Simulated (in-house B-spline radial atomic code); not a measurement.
**Ta⁺: ionisation energy by several methods**

An exercise on one series of results from a longer session: the logs are not shown, and one member is left open.

Program: in-house B-spline radial atomic code version 1. Level of theory: non-relativistic, several functionals, spin-polarised; spherical all-electron atom at the radial basis limit. These are calculated values, not measurements, unless marked.

## The atom as given

| Quantity | Value |
| --- | --- |
| element | tantalum (Z = 73) |
| charge | +1 |
| electrons | 72 |
| configuration | [Xe] 4f14 5d3 6s1 |
| nucleus | point |

The outer shells:

[Xe] 4f14 5d3 6s1
```
[Xe] core
4f [↑↓][↑↓][↑↓][↑↓][↑↓][↑↓][↑↓]
5d [↑ ][↑ ][↑ ][  ][  ]
6s [↑ ]
```

Where spins are not typed, each open shell is filled with up spins first.

Set-up of the first run:

The run's settings:

```ini
Z = 73
electrons = 72.0
configuration = [Xe] 4f14 5d3 6s1
hamiltonian = nr
method = pbe,pbe
spin_polarised = True
```

Steps of the session up to this table: PBE; RPBE; PW91; TPSS; BP86; AM05.

One table of the session follows, with a row left open; its other results are not shown here.

| method | ΔSCF (eV) |
| --- | --- |
| PBE | ? |
| RPBE | 13.879 |
| PW91 | 14.066 |
| BP86 | 14.126 |
| AM05 | 14.002 |
| TPSS | 13.753 |

Q: Estimate the row for PBE from the others.

As computed: ΔSCF (eV): 13.992. In the column «ΔSCF (eV)» it lies between RPBE (13.879) and AM05 (14.002).

Members of this set that are not shown: 12 used exact exchange with fractional occupations of an open shell, which is unsound here.

Limits of these values: Meta-GGA runs start from a PBE run whose iterations are not counted. These runs leave out relativity, which matters at this nuclear charge.
